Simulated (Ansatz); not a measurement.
# C3H7BS: the cost of one run

Method: RKS PBE0/STO-3G, in Ansatz 0.2.0.

## Step 1: The starting structure

Bond lengths: S1–C2 1.782 Å, C2–C3 1.505 Å, C3–B4 1.626 Å, C2–C5 1.518 Å, B4–C5 1.604 Å, S1–H6 1.455 Å, C2–H7 1.138 Å, C3–H8 1.046 Å, C3–H9 1.152 Å, B4–H10 1.141 Å, C5–H11 1.115 Å, C5–H12 1.138 Å. Angles (14 of 22 angles, heavy atoms first): S1–C2–C3 111.2°, S1–C2–C5 114.8°, C3–C2–C5 90.0°, C2–C3–B4 93.2°, C3–B4–C5 82.9°, C2–C5–B4 93.6°, S1–C2–H7 113.0°, C3–C2–H7 113.5°, C5–C2–H7 112.4°, C2–S1–H6 93.3°, C2–C3–H8 116.5°, C2–C3–H9 108.5°, B4–C3–H8 115.3°, B4–C3–H9 108.9°.

As a file:

```xyz
12

S    -1.6877    0.0291    1.4020
C    -0.0321    0.0226    0.7438
C     0.2123   -1.1996   -0.0996
B     0.5594   -0.3273   -1.4271
C     0.1707    0.9038   -0.4759
H    -1.5714    1.3887    1.9063
H     0.7639    0.1928    1.5389
H    -0.5877   -1.8657   -0.1985
H     1.1737   -1.7136    0.2717
H     0.7644   -0.5263   -2.5321
H    -0.7574    1.4525   -0.7586
H     1.0689    1.5880   -0.3370
```

## Step 2: Preparing the start

Input file input.yaml:

```yaml
crystal:
  periodic: [false, false, false]
  atoms:
    - { symbol: S, position_ang: [-1.6877, 0.0291, 1.402] }
    - { symbol: C, position_ang: [-0.0321, 0.0226, 0.7438] }
    - { symbol: C, position_ang: [0.2123, -1.1996, -0.0996] }
    - { symbol: B, position_ang: [0.5594, -0.3273, -1.4271] }
    - { symbol: C, position_ang: [0.1707, 0.9038, -0.4759] }
    - { symbol: H, position_ang: [-1.5714, 1.3887, 1.9063] }
    - { symbol: H, position_ang: [0.7639, 0.1928, 1.5389] }
    - { symbol: H, position_ang: [-0.5877, -1.8657, -0.1985] }
    - { symbol: H, position_ang: [1.1737, -1.7136, 0.2717] }
    - { symbol: H, position_ang: [0.7644, -0.5263, -2.5321] }
    - { symbol: H, position_ang: [-0.7574, 1.4525, -0.7586] }
    - { symbol: H, position_ang: [1.0689, 1.588, -0.337] }
basis:
  gaussian: { orbitals: STO-3G }
hamiltonian:
  xc: pbe0
relax:
  f_tol: 0.02
  max_steps: 40
scf:
  lower_state_search: "off"
```

The run is started by

```
$ ansatz run input.yaml --threads 1 --pin off --max-ram 2048MiB --backend cpu --events-out ev --progress --plain --runs-dir out
```

**Question.** How long does this run take on 1 thread of Arm Neoverse V2, shared host, and how much memory does it need?

About 24 s, with a peak of 0.12 GiB.
